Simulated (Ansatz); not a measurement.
# NbRu: stress in a strained cell

NbRu is deformed so: zz strain of -2 %. What stress and forces result, by LAPW, PAW and all-electron datasets made for the crystal?

Method: DFT PBEsol, scalar-relativistic, in Ansatz 0.2.0.

2 further runs of the same task are left out: 2 set aside as unsound or not needed.

## Step 1: Starting point

The structure is cubic, space group Pm-3m (No. 221). Conventional cell: a = 3.184 Å, b = 3.184 Å, c = 3.184 Å, α = 90.00°, β = 90.00°, γ = 90.00°. Nb (site symmetry m-3m) is surrounded by 8 Ru at 2.76 Å. Around Ru (site symmetry m-3m) lie 8 Nb at 2.76 Å.

As a file:

```cif
data_structure
_symmetry_space_group_name_H-M 'P 1'
_symmetry_Int_Tables_number 1
_cell_length_a 3.1840
_cell_length_b 3.1840
_cell_length_c 3.1840
_cell_angle_alpha 90.000
_cell_angle_beta 90.000
_cell_angle_gamma 90.000
_cell_volume 32.28
loop_
_atom_site_label
_atom_site_type_symbol
_atom_site_fract_x
_atom_site_fract_y
_atom_site_fract_z
_atom_site_occupancy
Nb1 Nb 0.00000 0.00000 0.00000 1
Ru1 Ru 0.50000 0.50000 0.50000 1
```

Atoms are numbered in the order of the input: Nb1, Ru2.

## Step 2: The deformed structure

Space group Pm-3m before, P4/mmm after.

## Step 3: Full-potential LAPW

input.yaml reads:

```yaml
crystal:
  lattice:
    - [3.184, 0.0, 0.0]
    - [0.0, 3.184, 0.0]
    - [0.0, 0.0, 3.12032]
  atoms:
    - { symbol: Nb, position: [0.0, 0.0, 0.0] }
    - { symbol: Ru, position: [0.5, 0.5, 0.5] }
kpoints:
  mp_grid: { grid: [11, 11, 11] }
  band_path:
    path:
      - [0.0, 0.0, 0.0]
      - [0.0, 0.5, 0.0]
      - [0.5, 0.5, 0.0]
      - [0.0, 0.0, 0.0]
      - [0.0, 0.0, 0.5]
      - [0.0, 0.5, 0.5]
      - [0.5, 0.5, 0.5]
      - [0.0, 0.0, 0.5]
      - [0.0, 0.5, 0.0]
    npoints: 5
scf:
  occupations: { method: fermi_dirac, width: 0.03 }
hamiltonian:
  xc: pbesol
  pseudopotentials: { kind: all_electron, lapw: { basis_error: 0.00025 } }
output:
  forces: true
  stress: true
  eigenvalues: true
```

The run is started by

```console
> ansatz run input.yaml --threads 1 --pin off --max-ram 3072MiB --backend cpu --events-out ev --progress --plain --runs-dir out
```

## Step 4: PAW on the default files

input.yaml reads:

```yaml
crystal:
  lattice:
    - [3.184, 0.0, 0.0]
    - [0.0, 3.184, 0.0]
    - [0.0, 0.0, 3.12032]
  atoms:
    - { symbol: Nb, position: [0.0, 0.0, 0.0] }
    - { symbol: Ru, position: [0.5, 0.5, 0.5] }
kpoints:
  mp_grid: { grid: [11, 11, 11] }
scf:
  occupations: { method: fermi_dirac, width: 0.03 }
hamiltonian:
  xc: pbesol
  pseudopotentials: { kind: paw }
output:
  forces: true
  stress: true
  eigenvalues: true
  efg: { contact_densities: true }
  write_density: true
  write_potential: true
  elf: true
  volumetric_format: npy
```

## Step 5: Datasets made for this crystal

Edit input.yaml of step 4 so:

```diff
@@ -14,3 +14,3 @@
   xc: pbesol
-  pseudopotentials: { kind: paw }
+  pseudopotentials: { kind: all_electron, datasets: crystal }
 output:
@@ -20,5 +20 @@
   efg: { contact_densities: true }
-  write_density: true
-  write_potential: true
-  elf: true
-  volumetric_format: npy
```

(Steps that only read results are left out.)

Q: Predict the outcome of this session. Wanted: pressure; largest shear or deviatoric stress.

The runs gave:

| quantity | value |
| --- | --- |
| pressure | LAPW -5.46, PAW -5.44, crystal datasets -5.46 GPa |
| largest shear or deviatoric stress (LAPW) | 0.15 GPa |

In words: Against the undeformed cell the largest change of stress is +4.56 GPa, in the yy component (others tie with it), with the atoms carried along and not relaxed. PAW: stress within 0.03 GPa of LAPW. Crystal datasets: stress within 0.01 GPa of LAPW.
